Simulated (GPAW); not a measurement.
Here is a GPAW 26.7.0 calculation.

File run.py:

```python
from ase import Atoms
from ase.dft.bandgap import bandgap
from ase.io import write
from gpaw import GPAW, PW

atoms = Atoms(['Te', 'Te', 'Te', 'Te', 'Mo', 'Mo'],
              cell=[[3.5182, 0.0, 0.0],
                    [-1.7591, 3.0468505756, 0.0],
                    [0.0, 0.0, 13.9736]],
              scaled_positions=[[0.3333333333, 0.6666666667, 0.621],
                                [0.6666666667, 0.3333333333, 0.121],
                                [0.3333333333, 0.6666666667, 0.879],
                                [0.6666666667, 0.3333333333, 0.379],
                                [0.3333333333, 0.6666666667, 0.25],
                                [0.6666666667, 0.3333333333, 0.75]],
              pbc=True)

calc = GPAW(mode=PW(600),
            xc='GLLBSC',
            kpts={'size': (6, 6, 2), 'gamma': True},
            occupations={'name': 'fermi-dirac', 'width': 0.05},
            nbands=46,
            convergence={'density': 1e-05, 'energy': 1e-05},
            maxiter=150,
            txt='gpaw.txt')
atoms.calc = calc
energy = atoms.get_potential_energy()
calc.write('gs.gpw')
write('result.traj', atoms)
print('Fermi level:', round(calc.get_fermi_level(), 4), 'eV')
print(f'Gap: {bandgap(calc)[0]:.4f} eV, direct: {bandgap(calc, direct=True)[0]:.4f} eV')
```

Potentials or basis: the program's PAW data sets (release 1.2.1) made for this functional, pw.

Command:

```console
$ OMP_NUM_THREADS=1 python run.py
```

**Question.** Estimate the band gap on the k mesh, Kohn-Sham part alone.

**Answer.** 0.92 eV, indirect (least direct gap 1.03 eV).

Caveat: a model potential gives levels but no total energy; spin-orbit coupling is left out, which moves the levels of the heavy elements.

The gap isn't set beside the measured one, since the derivative discontinuity is missing.
